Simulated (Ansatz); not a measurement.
# Bi2Se3: the cell at several levels of theory

The task here is to estimate one member of a computed series from the others.

The runs shown are made with Ansatz 0.2.0. PAW datasets, plane waves, zero pressure. Spin-unpolarised throughout; all numbers are computed.

## The system as given

The symmetry is R-3m (No. 166, trigonal); conventional cell a = 4.143 Å, c = 28.636 Å, 28.38 Å³ an atom. Around Bi lie 6 Se at 2.85–3.07 Å; around Se lie 6 Bi at 3.07 Å; around Se lie 3 Bi at 2.85 Å.

Coordinates:

```cif
data_structure
_symmetry_space_group_name_H-M 'R-3m:H'
_symmetry_Int_Tables_number 166
_cell_length_a 4.1430
_cell_length_b 4.1430
_cell_length_c 28.6360
_cell_angle_alpha 90.000
_cell_angle_beta 90.000
_cell_angle_gamma 120.000
_cell_volume 425.67
loop_
_atom_site_label
_atom_site_type_symbol
_atom_site_symmetry_multiplicity
_atom_site_Wyckoff_symbol
_atom_site_fract_x
_atom_site_fract_y
_atom_site_fract_z
_atom_site_occupancy
Bi1 Bi 6 c 0.66667 0.33333 0.73413 1
Se1 Se 3 a 0.00000 0.00000 0.00000 1
Se2 Se 6 c 0.33333 0.66667 0.87837 1
```

The first run:

The input, input.yaml:

```yaml
crystal:
  lattice:
    - [2.0715, 1.1959810826, 9.5453333333]
    - [-2.0715, 1.1959810826, 9.5453333333]
    - [0.0, -2.3919621653, 9.5453333333]
  atoms:
    - { symbol: Bi, position: [0.4008, 0.4008, 0.4008] }
    - { symbol: Bi, position: [0.5992, 0.5992, 0.5992] }
    - { symbol: Se, position: [0.0, 0.0, 0.0] }
    - { symbol: Se, position: [0.2117, 0.2117, 0.2117] }
    - { symbol: Se, position: [0.7883, 0.7883, 0.7883] }
kpoints:
  mp_grid: { grid: [6, 6, 6] }
hamiltonian:
  xc: pbe
scf:
  occupations: { method: fermi_dirac, width: 0.02 }
relax:
  f_tol: 0.005
  cell: {}
output:
  write_density: true
  write_potential: true
  elf: true
  volumetric_format: npy
```

The run is started by

```
$ ansatz run input.yaml --threads 4 --pin off --max-ram 9216MiB --backend cpu --events-out ev --progress --plain --runs-dir out
```

Steps of the session up to this table: Relaxation with PBE; Relaxation with r2SCAN; Relaxation with PBEsol; LDA: cell and atoms.

One of the session's tables, all rows but one given; the rest of the session is left out.

| level | a (Å) | c (Å) | volume (Å³/atom) |
| --- | --- | --- | --- |
| PBE | ? | ? | ? |
| r2SCAN | 4.162 | 30.197 | 30.203 |
| PBEsol | 4.130 | 28.528 | 28.090 |
| LDA | 4.104 | 27.881 | 27.111 |

**Question.** Estimate the row for PBE.

As computed: a (Å): 4.188; c (Å): 31.136; volume (Å³/atom): 31.533. In the column «a (Å)» it is the highest.
